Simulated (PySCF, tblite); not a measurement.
# C6H6F2O2+ (doublet): geometry, infrared bands and EPR parameters

Wanted: the infrared bands and EPR parameters of C6H6F2O2+ (doublet) (`[CH+]=[C][C@@H]1CO[C@H](F)O[C@@H]1F`), by calculation.

Computed with tblite 0.8.0 and PySCF 2.14.0, with density-fitted response routines of our own, on a single molecule in the gas phase. Atoms are numbered from 0 throughout.

## Step 1: The starting structure

16 atoms, charge 1, multiplicity 2; geometry from: force field or distance geometry start.

Bonds of the start (Å): C0–C1 1.21, C1–C2 1.46, C2–C3 1.53, C3–O4 1.43, O4–C5 1.42, C5–F6 1.36, C5–O7 1.43, O7–C8 1.42, C8–F9 1.36, C8–C2 1.53, C0–H10 1.06, C2–H11 1.10, C3–H12 1.08, C3–H13 1.11, C5–H14 1.09, C8–H15 1.10.

## Step 2: Optimising the geometry with GFN2-xTB

Job settings and geometry (Å):

```
{"job": {"kind": "relax", "xc": "GFN2-xTB", "basis": "xTB"}, "charge": 1, "multiplicity": 2}
C      3.156800    -0.128500    -0.290000
C      1.994400    -0.169400     0.047600
C      0.601100    -0.240100     0.489800
C     -0.239000    -1.136400    -0.419400
O     -1.591200    -1.162100     0.050000
C     -2.145500     0.147600     0.022300
F     -2.126700     0.609800    -1.253100
O     -1.444400     1.061900     0.866000
C     -0.073700     1.131300     0.508600
F     -0.004000     1.732300    -0.704500
H      4.164000    -0.082000    -0.602800
H      0.536000    -0.645300     1.507400
H     -0.207900    -0.835900    -1.454100
H      0.141300    -2.173400    -0.370300
H     -3.184900     0.100700     0.355600
H      0.416200     1.798500     1.235300
```

Run with:

```
$ OMP_NUM_THREADS=1 python probes_run.py task.json out
```

This one command runs all jobs of the session in turn.

**Question.** This job is followed by: GFN2-xTB harmonic vibrations, gas phase; UKS B3LYP, pcH-1 on C F H O, non-relativistic, mean-field spin-orbit, GIAO. What will the session give for the following? strongest single infrared mode (GFN2-xTB); zero-point energy (GFN2-xTB); g(iso) (B3LYP); ⟨S²⟩; largest a(iso).

**Answer**, as computed:

| quantity | value |
| --- | --- |
| strongest single infrared mode (GFN2-xTB) | 2168 cm⁻¹, 385 km/mol |
| zero-point energy (GFN2-xTB) | 67.9 kcal/mol |
| g(iso) (B3LYP) | 2.00704 |
| ⟨S²⟩ | 0.756 (exact 0.75) |
| largest a(iso) | 1H on H15, 94.8 MHz |

In words: Relaxing lowered the energy by 0.365 eV in 31 steps; the close pair that moved most is C2–C8, from 1.529 to 1.594 Å. No mode is imaginary among the 42: a minimum at this level. The strongest single mode, at 2168 cm⁻¹, moves mainly C1 and C0. GFN2-xTB is a fitted tight-binding method: band positions and strengths are rough. Its intensities can rank the bands wrongly. C0 carries the largest spin population, 0.34 e. The isotropic g lies 4.7 ppt above the free-electron value.
